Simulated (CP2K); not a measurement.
HfIn4SiO6:

```
CELL_PARAMETERS angstrom
5.43134 0.00000 0.00000
-2.71529 4.70390 0.00000
-0.92829 -1.60769 7.40700
ATOMIC_POSITIONS crystal
Hf 0.78835 0.21165 0.00000
In 0.62175 0.37825 0.50000
In 0.45502 0.54498 0.00000
In 0.28407 0.71593 0.50000
In 0.95814 0.04186 0.50000
Si 0.12168 0.87832 0.00000
O 0.06219 0.11415 0.86666
O 0.88585 0.93781 0.13334
O 0.79490 0.53784 0.86663
O 0.46216 0.20510 0.13337
O 0.15352 0.62879 0.13333
O 0.37121 0.84648 0.86667
```

The cell was built by a generator and needn't be a form met in nature.

Base run:

| Item | Value |
| --- | --- |
| Program | CP2K 2026.2 |
| Functional | SCAN |
| Potentials or basis | POTENTIAL_UZH Hf GTH-PBE-q12, In GTH-PBE-q13, Si GTH-PBE-q4, O GTH-PBE-q6; TZVP-MOLOPT-PBE-GTH basis |
| Density cutoff | 13606 eV |
| k mesh | 6 × 6 × 4 |
| Occupations | fermi-dirac, width 0.05 eV |
| Spin | no spin polarisation |

Its results: band gap on the k mesh none (metal or under the smearing width); pressure -4.4 GPa.

The run is repeated on the same cell with these changes: functional from SCAN to RPBE. What comes out?

Band gap on the k mesh none (metal or under the smearing width); pressure 1.8 GPa.

Caveats: the potentials were made for another functional, which shifts forces and pressure; the basis of atomic orbitals isn't converged, which shifts pressures, moduli and gaps.

Not every run made on this cell is shown here.
